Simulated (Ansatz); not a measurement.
# WH+ (quintet): wave-function methods side by side, def2-QZVPP

An exercise on one series of results from a longer session: the logs are not shown, and one member is left open.

Program: Ansatz 0.2.0, Gaussian basis. Level of theory: def2-QZVPP, core rule «outside noble gas», up to 4 orbitals frozen. These are calculated values, not measurements.

Plan: UHF; ROHF; CCSD(T) on UHF.

3 further runs of the same task are left out: 1 for a known fault of the program, 2 set aside as unsound or not needed.

## What is computed

The geometry is a PBE0/def2-TZVP stationary point (not a proven minimum) of the parent state, kept for this charge and spin. No spin-orbit coupling is included. Elements past krypton take def2 core potentials.

2 atoms, charge 1, spin multiplicity 5.

Atoms are counted from 1 here; the program's logs count them from 0.

Bond lengths: W1–H2 1.690 Å.

The first run:

in.yaml

```yaml
crystal:
  periodic: [false, false, false]
  atoms:
    - {symbol: W, position_ang: [0.000000, 0.000000, 0.000000]}
    - {symbol: H, position_ang: [0.000000, 0.000000, 1.689971]}
basis:
  gaussian: {orbitals: "def2-QZVPP.json"}
total_charge: 1
magnetization: {spin_polarized: true, initial_magnetization: 4}
hamiltonian: {xc: hf}
output: {orbitals: {seedname: orbitals}}
```

Started as:

```bash
ansatz run in.yaml --threads 1 --pin off --events-out ev --progress --plain --max-ram 4096MiB --backend cpu
```

Among the steps run: UHF; ROHF; CCSD(T) on UHF.

One table of the session follows, with a row left open; its other results are not shown here.

| method | from UCCSD(T) (meV) |
| --- | --- |
| ROHF | +3087.5 |
| UHF | +2851.6 |
| UMP2 | ? |
| UCCSD | +86.8 |
| UCCSD(T) | 0 |

**Question.** Estimate the row for UMP2.

**Answer.** from UCCSD(T) (meV): +479.4. In the column «from UCCSD(T) (meV)» it lies between UCCSD (+86.8) and UHF (+2851.6).
